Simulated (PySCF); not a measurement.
# WOBr3: other functionals and bases at one geometry

An exercise on one series of results from a longer session: the logs are not shown, and one member is left open.

Method: several levels, as the steps say, no spin–orbit coupling; program: PySCF 2.14.0.

2 further runs of the same task are left out: 2 for a known fault of the program. Runs told in other sessions of the task aren't counted.

## The starting structure

5 atoms, charge 0, spin multiplicity 2.

Bond lengths: W1–O2 1.701 Å, W1–Br3 2.434 Å, W1–Br4 2.428 Å, W1–Br5 2.434 Å. Angles: O2–W1–Br3 107.0°, O2–W1–Br4 117.0°, O2–W1–Br5 107.0°, Br3–W1–Br4 113.0°, Br3–W1–Br5 97.9°, Br4–W1–Br5 113.0°.

As a file:

```xyz
5
charge 0, multiplicity 2
W     0.25847    0.00000    0.25565
O     1.53731    0.00000    1.37680
Br    0.66781    1.83588   -1.28861
Br   -1.99674    0.00000    1.15586
Br    0.66781   -1.83588   -1.28861
```

Formal oxidation states: W +5. An earlier session relaxed this geometry at PBE, W def2-SVP with ECP60, O def2-SVP, Br def2-SVP (doublet, point group Cs).

At PBE on the finer grid: E = -7862.806172 Eh, HOMO -5.05 eV, LUMO -4.49 eV (over both spins), ⟨S²⟩ = 0.754, Mulliken charge on W1 +0.70 e, largest force component 0.005 eV/Å. 

Levels to run: PBE0; M06-L; wB97X; CAM-B3LYP; PBE, TZVP; PBE, x2c-SVP. Hardware: 4 threads of Arm Neoverse V2, shared host.

Set-up of the first run:

The input, run.py (the lines that set the calculation):

```python
mol = gto.M(atom='''
W      0.25847     0.00000     0.25565
O      1.53731     0.00000     1.37680
Br     0.66781     1.83588    -1.28861
Br    -1.99674     0.00000     1.15586
Br     0.66781    -1.83588    -1.28861''',
    basis={'W': 'def2-SVP', 'O': 'def2-SVP', 'Br': 'def2-SVP'},
    ecp={'W': 'def2-SVP'},
    charge=0, spin=1)
mf = dft.UKS(mol, xc='PBE0')
mf.grids.atom_grid = (75, 302)
mf = mf.density_fit()  # fitting sets: W def2-universal-JKFIT, O def2-universal-JKFIT, Br def2-universal-JKFIT
mf.conv_tol = 1e-08; mf.max_cycle = 55
mf.kernel(dm0)  # dm0: the density of the relaxed state
```

Started as:

```console
$ OMP_NUM_THREADS=4 python run.py
```

Among the steps run: PBE0; M06-L; wB97X; CAM-B3LYP; PBE, TZVP; PBE, x2c-SVP.

One of the session's tables, all rows but one given; the rest of the session is left out.

```
             level  HOMO (eV)  gap (eV)  charge on W1 (e)  dipole (D)  largest force component (eV/Å)
PBE (relaxed here)      -5.05      0.56              0.70        1.22                            0.00
              PBE0      -6.67      2.71              0.90        1.30                            1.06
             M06-L      -5.39      0.90              1.08        1.26                            0.52
             wB97X      -9.06      7.10              0.96        1.29                            1.48
         CAM-B3LYP      -8.01      5.15              0.89        1.32                            1.16
         PBE, TZVP      -5.09      0.54              1.00        1.27                            0.16
      PBE, x2c-SVP          ?         ?                 ?           ?                               ?
```

Estimate the missing values for PBE, x2c-SVP.

**Answer.** HOMO (eV): -5.12; gap (eV): 0.50; charge on W1 (e): 0.45; dipole (D): 1.31; largest force component (eV/Å): 0.57. In the column «HOMO (eV)» it lies between M06-L (-5.39) and PBE, TZVP (-5.09).

In one basis the HOMO–LUMO gap runs from 0.56 eV (PBE) to 7.10 eV (wB97X). The largest leftover force, 1.48 eV/Å with wB97X, stands at a geometry relaxed at another level. Total energies of different levels can't be compared.
